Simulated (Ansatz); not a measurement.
# AlBrH3: the cost of one run

Program: Ansatz 0.2.0 through its Python package. Level of theory: Hartree-Fock/def2-SVP. These are calculated values, not measurements.

### Step 1. The system

Bond lengths: Al1–Br2 2.374 Å, Al1–H3 1.597 Å, Al1–H4 1.597 Å, Al1–H5 1.597 Å. Angles: Br2–Al1–H3 109.5°, Br2–Al1–H4 109.5°, Br2–Al1–H5 109.5°, H3–Al1–H4 109.5°, H3–Al1–H5 109.5°, H4–Al1–H5 109.5°.

No structure file is read: the coordinates are typed or built in the script.

### Step 2. The script

run_relaxed_scan.py

```python
"""Relaxed scan of one distance in AlBrH3(-)."""

import ansatz as az
import numpy as np


def main() -> None:
    albrh3 = (
        az.Crystal.molecule()
        .atom("Al", (-0.1551, -0.0059, -0.0051))
        .atom("Br", (2.2156, 0.0836, 0.0727))
        .atom("H", (-0.6123, -1.2768, -0.8576))
        .atom("H", (-0.7324, -0.1248, 1.4793))
        .atom("H", (-0.7158, 1.3239, -0.6894))
    )

    base = albrh3.calculation()
    base = base.basis(gaussian="def2-SVP").functional("HF")
    base = base.charge(-1)
    symbols = [site.symbol for site in albrh3.cartesian_sites]
    pairs = [(0, 1), (0, 2), (0, 3), (0, 4)]
    print("held (A)   E (eV)        ", "  ".join(f"{symbols[i]}{i}-{symbols[j]}{j}" for i, j in pairs))
    for length in [1.47, 1.6, 1.72, 1.92, 2.16]:
        data = base.relax(constraints=[az.DistanceConstraint((0, 3), at=length)], force_tolerance=0.02, max_steps=60).run(threads=1).report
        xyz = np.array(data["positions_ang"])
        print(f"{length:6.2f} {data['free_energy_ev']:14.5f}  ", "  ".join(f"{np.linalg.norm(xyz[i] - xyz[j]):.3f}" for i, j in pairs))


if __name__ == "__main__":
    main()
```

### Step 3. The calls as engine input

The package turns the script's settings into the engine's input (first run):

```yaml
crystal:
  periodic: [false, false, false]
  atoms:
    - { symbol: Al, position_ang: [-0.1551, -0.0059, -0.0051] }
    - { symbol: Br, position_ang: [2.2156, 0.0836, 0.0727] }
    - { symbol: H, position_ang: [-0.6123, -1.2768, -0.8576] }
    - { symbol: H, position_ang: [-0.7324, -0.1248, 1.4793] }
    - { symbol: H, position_ang: [-0.7158, 1.3239, -0.6894] }
basis:
  gaussian:
    orbitals: def2-SVP
hamiltonian:
  xc: hf
total_charge: -1.0
relax:
  f_tol: 0.02
  max_steps: 60
  constraints:
    - { distance: [0, 3], at: 1.47 }
```

### Step 4. Launch

On the command line:

```sh
> python run_relaxed_scan.py
```

**Question.** How long does this script take on 1 thread of Arm Neoverse V1, shared host, and how much memory does it need?

About 24 s, with a peak of 0.19 GiB.
